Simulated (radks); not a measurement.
**Ta⁴⁺ in [Kr] 4d10 4f14 5s2 5p5.75 5d1 6s0.25: an all-electron calculation**

One table from this session's results is given with a row withheld; the runs are named, their logs left out.

The numbers are computed with radks (a radial shooting solver on a logarithmic mesh, Libxc functionals) version 1 (scalar-relativistic Kohn-Sham, SCAN, spin-unpolarised, spherical densities, finite nucleus), except any that are marked as measured or tabulated.

### The atom as given

| Item | Value |
| --- | --- |
| element | tantalum (Z = 73) |
| charge | +4 |
| electrons | 69 |
| configuration | [Kr] 4d10 4f14 5s2 5p5.75 5d1 6s0.25 |
| nuclear rms radius | 5.3507 fm |

The first run:

Settings of this run:

```text
Z 73
configuration [Kr] 4d10 4f14 5s2 5p5.75 5d1 6s0.25 6p0 7s0
relativity scalar-relativistic
functional scan,scan
spin unpolarised
nucleus finite rms 5.3507 fm
c 137.035999084
```

One of the session's tables, all rows but one given; the rest of the session is left out.

It belongs to the step «Radial structure». Sizes of the orbitals, from the radial functions (bohr):

| level | <r> | outermost maximum (interpolated) | 90 % within | nodes |
| --- | --- | --- | --- | --- |
| 1s | 0.01867 | 0.0117 | 0.0340 | 0 |
| 2s | 0.07892 | 0.0668 | 0.122 | 1 |
| 2p | 0.07056 | 0.0548 | 0.115 | 0 |
| 3s | 0.2046 | 0.188 | 0.300 | 2 |
| 3p | 0.2047 | 0.186 | 0.306 | 1 |
| 3d | 0.1857 | 0.152 | 0.288 | 0 |
| 4s | 0.4586 | 0.429 | 0.658 | 3 |
| 4p | ? | ? | ? | ? |
| 4d | 0.5230 | 0.462 | 0.785 | 1 |
| 5s | 1.088 | 0.982 | 1.56 | 4 |
| 5p | 1.257 | 1.11 | 1.83 | 3 |
| 4f | 0.6329 | 0.442 | 1.06 | 0 |
| 5d | 1.710 | 1.45 | 2.55 | 2 |
| 6s | 2.497 | 2.33 | 3.54 | 5 |
| 6p | 2.967 | 2.78 | 4.20 | 4 |

Estimate the missing values for 4p.

**Answer.** <r>: 0.4873; outermost maximum (interpolated): 0.450; 90 % within: 0.708; nodes: 2. In the column «<r>» it lies between 4s (0.4586) and 4d (0.5230).
